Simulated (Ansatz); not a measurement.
**CH₇BGeO₂: a ladder of functionals and wavefunction methods**

The task here is to estimate one member of a computed series from the others.

The runs use Ansatz 0.2.0, Gaussian basis; functionals in def2-TZVPP, the program's frozen cores in correlated methods.

Plan: LDA (SPW92), PBE-D4, revPBE-D4, BLYP-D4, r2SCAN-D4, B97M-V, PBE0-D4, B3LYP-D4, r2SCANh-D4, r2SCAN0-D4, HSE06-D4, BHLYP-D4, CAM-B3LYP-D4, LC-ωPBE, ωB97X-V, ωB97M-V, B2PLYP, PBE-QIDH; CCSD(T)/def2-SVP; CCSD(T)/def2-TZVPP; MP2/def2-QZVPP; extrapolation to the limit; RPA on PBE.

## The relaxed structure

An earlier PBE0-D4 in a triple-zeta def2 set relaxation fixed the geometry.

SMILES `[CH3][GeH2][B](O)O`, 12 atoms, charge 0, spin multiplicity 1.

Atoms are counted from 1 here; the program's logs count them from 0.

Bond lengths: C1–Ge2 1.964 Å, C1–H6 1.090 Å, C1–H7 1.091 Å, C1–H8 1.091 Å, Ge2–B3 2.093 Å, Ge2–H9 1.547 Å, Ge2–H10 1.546 Å, B3–O4 1.360 Å, B3–O5 1.360 Å, O4–H11 0.958 Å, O5–H12 0.958 Å. Angles: Ge2–C1–H6 110.3°, Ge2–C1–H7 110.3°, Ge2–C1–H8 110.4°, H6–C1–H7 108.7°, H6–C1–H8 108.7°, H7–C1–H8 108.4°, C1–Ge2–B3 112.0°, C1–Ge2–H9 108.2°, C1–Ge2–H10 108.2°, B3–Ge2–H9 110.5°, B3–Ge2–H10 110.8°, H9–Ge2–H10 106.9°, Ge2–B3–O4 122.4°, Ge2–B3–O5 122.6°, O4–B3–O5 115.0°, B3–O4–H11 113.6°, B3–O5–H12 113.7°.

The first run:

The input, in.yaml:

```yaml
crystal:
  periodic: [false, false, false]
  atoms:
    - {symbol: C, position_ang: [-1.224419, 1.398286, -0.134736]}
    - {symbol: Ge, position_ang: [0.359761, 0.506917, 0.608897]}
    - {symbol: B, position_ang: [0.696994, -1.360199, -0.273633]}
    - {symbol: O, position_ang: [0.199755, -2.513220, 0.248026]}
    - {symbol: O, position_ang: [1.406000, -1.509823, -1.424307]}
    - {symbol: H, position_ang: [-1.375571, 2.365416, 0.345342]}
    - {symbol: H, position_ang: [-2.113340, 0.786450, 0.024121]}
    - {symbol: H, position_ang: [-1.102610, 1.556311, -1.207171]}
    - {symbol: H, position_ang: [0.158649, 0.356861, 2.134982]}
    - {symbol: H, position_ang: [1.577240, 1.437891, 0.404327]}
    - {symbol: H, position_ang: [-0.275167, -2.389077, 1.070524]}
    - {symbol: H, position_ang: [1.769709, -0.690912, -1.762474]}
basis:
  gaussian: {orbitals: def2-TZVPP}
hamiltonian: {xc: lda}
output: {orbitals: {seedname: orbitals}}
```

Started as:

```bash
$ ansatz run in.yaml --threads 4 --pin off --events-out ev --progress --plain --max-ram 10444MiB
```

Among the steps run: LDA; PBE-D4 (GGA); revPBE-D4 (GGA); BLYP-D4 (GGA); r2SCAN-D4 (meta-GGA); B97M-V (meta-GGA); B3LYP-D4 (hybrid); r2SCANh-D4 (hybrid); r2SCAN0-D4 (hybrid); HSE06-D4 (hybrid); BHLYP-D4 (hybrid); CAM-B3LYP-D4 (range-separated); LC-ωPBE (range-separated); ωB97X-V (range-separated); ωB97M-V (range-separated); B2PLYP (double hybrid); PBE-QIDH (double hybrid).

One of the session's tables, all rows but one given; the rest of the session is left out.

It belongs to the step «Frontier levels by functional». 

```
  functional  HOMO (eV)  gap (eV)
 LDA (SPW92)      -6.60      5.35
      PBE-D4      -6.46      5.43
   revPBE-D4      -6.39      5.47
     BLYP-D4      -6.36      5.44
   r2SCAN-D4      -6.72      5.97
      B97M-V      -6.82      5.96
     PBE0-D4      -7.74      7.56
    B3LYP-D4      -7.55      7.13
  r2SCANh-D4      -7.20      6.75
  r2SCAN0-D4      -7.91      7.90
    HSE06-D4          ?         ?
    BHLYP-D4      -8.96      9.58
CAM-B3LYP-D4      -9.12      9.90
     LC-ωPBE     -10.42     12.40
     ωB97X-V     -10.08     11.90
     ωB97M-V      -9.91     11.43
```

**Question.** Estimate the row for HSE06-D4.

**Answer.** HOMO (eV): -7.34; gap (eV): 6.78. In the column «HOMO (eV)» it lies between B3LYP-D4 (-7.55) and r2SCANh-D4 (-7.20).
